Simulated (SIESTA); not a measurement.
# Ge: electrostatic potential with LDA

The system is Ge, a slab with vacuum.

```xyz
6
Lattice="3.9976 0.0000 0.0000 -1.9988 3.4620 0.0000 0.0000 0.0000 22.4296" Properties=species:S:1:pos:R:3 pbc="T T T"
Ge    0.0000    2.3080    7.5000
Ge    1.9988    1.1540    8.3302
Ge    1.9988    1.1540   10.7997
Ge    0.0000    2.3080   11.6195
Ge    0.0000    2.3080   14.1310
Ge    1.9988    1.1540   14.9109
```

The slab is cut from a database's or a generator's crystal, which needn't be the stable form of the element.

The cell isn't the ideal one: relaxed by the run before.

| Property | Result |
| --- | --- |
| Program | SIESTA 5.4.2 |
| Task | electrostatic potential |
| Functional | LDA |
| Potentials or basis | PseudoDojo 0.4 standard (LDA files) |
| Basis | DZP (energy shift 0.003 Ry; two zetas on semicore shells) |
| Grid cutoff | 800 Ry |
| Energy shift | 0.003 Ry |
| k mesh | 6 × 6 × 1 |
| Occupations | fermi-dirac, width 0.05 eV |
| Spin | no spin polarisation |
| dipole correction | yes |

```
Largest force          : 0.310 eV/Å
Band gap on the k mesh : none (metal or under the smearing width)
Work function          : 4.73 eV
```

Forces in eV/Å, atoms in the order of the input:
```
Ge   0.000  0.000  0.116
Ge   0.000  0.000 -0.310
Ge   0.000  0.000  0.187
Ge   0.000  0.000  0.009
Ge   0.000  0.000 -0.006
Ge   0.000  0.000  0.007
```

Stress tensor (GPa, compression positive):
```
-0.24  0.00  0.00
 0.00 -0.24  0.00
 0.00  0.00  0.21
```

Levels at points of the mesh, in eV from the Fermi level:
```csv
k point,band 40,band 41,band 42,band 43,band 44,band 45
"(0.00, 0.00, 0.00)",-0.38,0.17,0.17,0.27,0.78,1.36
"(0.50, 0.00, 0.00)",-1.97,-1.40,-0.87,0.06,1.01,1.53
"(0.00, 0.50, 0.00)",-1.97,-1.40,-0.87,0.06,1.01,1.53
"(0.50, 0.50, 0.00)",-1.97,-1.40,-0.87,0.06,1.01,1.53
```

Run time: 2.4 min on 1 thread of Arm Neoverse V1, on a shared host, peak memory 0.69 GiB.

Caveat: the basis of atomic orbitals isn't converged, which shifts pressures, moduli and gaps.
